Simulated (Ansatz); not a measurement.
# CH4F2GeO: the cost of one run

All numbers below are computed with Ansatz 0.2.0 (RKS PBE-D4/def2-SVP).

## Step 1: The starting structure

Bond lengths: O1–C2 1.410 Å, C2–F3 1.366 Å, C2–F4 1.366 Å, C2–Ge5 1.937 Å, O1–H6 1.068 Å, Ge5–H7 1.573 Å, Ge5–H8 1.508 Å, Ge5–H9 1.585 Å. Angles: O1–C2–F3 107.6°, O1–C2–F4 110.0°, O1–C2–Ge5 111.1°, F3–C2–F4 107.0°, F3–C2–Ge5 108.3°, F4–C2–Ge5 112.5°, C2–O1–H6 102.9°, C2–Ge5–H7 108.6°, C2–Ge5–H8 109.2°, C2–Ge5–H9 109.7°, H7–Ge5–H8 110.5°, H7–Ge5–H9 107.3°, H8–Ge5–H9 111.5°.

Structure file:

```xyz
9

O     1.4716    0.9528    0.1177
C     0.6248    0.0889   -0.6073
F     1.3693   -0.9874   -0.9975
F     0.1896    0.7077   -1.7447
Ge   -0.8344   -0.5475    0.4966
H     0.8681    1.8238    0.2478
H    -0.2317   -1.2272    1.7805
H    -1.6562   -1.5376   -0.2903
H    -1.7126    0.6801    0.9802
```

## Step 2: End point A

Input file input.yaml:

```yaml
crystal:
  periodic: [false, false, false]
  atoms:
    - { symbol: O, position_ang: [1.4716, 0.9528, 0.1177] }
    - { symbol: C, position_ang: [0.6248, 0.0889, -0.6073] }
    - { symbol: F, position_ang: [1.3693, -0.9874, -0.9975] }
    - { symbol: F, position_ang: [0.1896, 0.7077, -1.7447] }
    - { symbol: Ge, position_ang: [-0.8344, -0.5475, 0.4966] }
    - { symbol: H, position_ang: [0.8681, 1.8238, 0.2478] }
    - { symbol: H, position_ang: [-0.2317, -1.2272, 1.7805] }
    - { symbol: H, position_ang: [-1.6562, -1.5376, -0.2903] }
    - { symbol: H, position_ang: [-1.7126, 0.6801, 0.9802] }
basis:
  gaussian: { orbitals: def2-SVP }
hamiltonian:
  xc: pbe
  dispersion: d4
relax:
  f_tol: 0.015
  max_steps: 40
```

On the command line:

```console
$ ansatz run input.yaml --threads 2 --pin off --max-ram 3072MiB --backend cpu --events-out ev --progress --plain --runs-dir out
```

**Question.** How long does this run take on 2 threads of Arm Neoverse V2, shared host, and how much memory does it need?

About 17 s, with a peak of 0.15 GiB.
